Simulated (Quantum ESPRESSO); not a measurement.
**GaGe3 under changes of volume**

One of the cells (19.430 Å³/atom); the others are scaled copies at fixed shape and fractional positions:

```
CELL_PARAMETERS angstrom
0.00000 3.38717 3.38717
3.38717 0.00000 3.38717
3.38717 3.38717 0.00000
ATOMIC_POSITIONS crystal
Ge 0.50000 0.50000 0.50000
Ge 0.75000 0.75000 0.75000
Ge 0.25000 0.25000 0.25000
Ga 0.00000 0.00000 0.00000
```

The cell comes from a database or a generator and needn't be the stable form of this composition.

| Quantity | Value |
| --- | --- |
| Program | Quantum ESPRESSO 7.5 |
| Functional | PBEsol |
| Potentials or basis | GBRV 1.5 PBEsol |
| Cutoff | 762 eV |
| Density cutoff | 6095 eV |
| k mesh | 7 × 7 × 7 |
| Occupations | fermi-dirac, width 0.05 eV |
| Spin | no spin polarisation |

| volume (Å³/atom) | energy over the lowest point (meV/atom) | pressure (GPa) |
| --- | --- | --- |
| 18.264 | 0.00 | 0.1 |
| 18.653 | ? | ? |
| 19.042 | 6.87 | -2.8 |
| 19.430 | 15.09 | -3.9 |
| 19.819 | 25.99 | -5.0 |
| 20.208 | 39.25 | -5.9 |
| 20.596 | 54.60 | -6.7 |

Question: What does the run at 18.653 Å³/atom give?

Answer: Energy over the lowest point 1.70 meV/atom; pressure -1.4 GPa.

Worked out: A Birch-Murnaghan fit of order 3 (a polynomial in V^(-2/3)) to the other rows has its minimum at 18.28 Å³/atom with B0 = V·E''(V) = 75 GPa and B' = 4.9. It gives 1.71 meV/atom at 18.653 Å³/atom, against the run's 1.70, and -dE/dV = -1.4 GPa, against -1.4.

Energies are extrapolated to zero smearing.
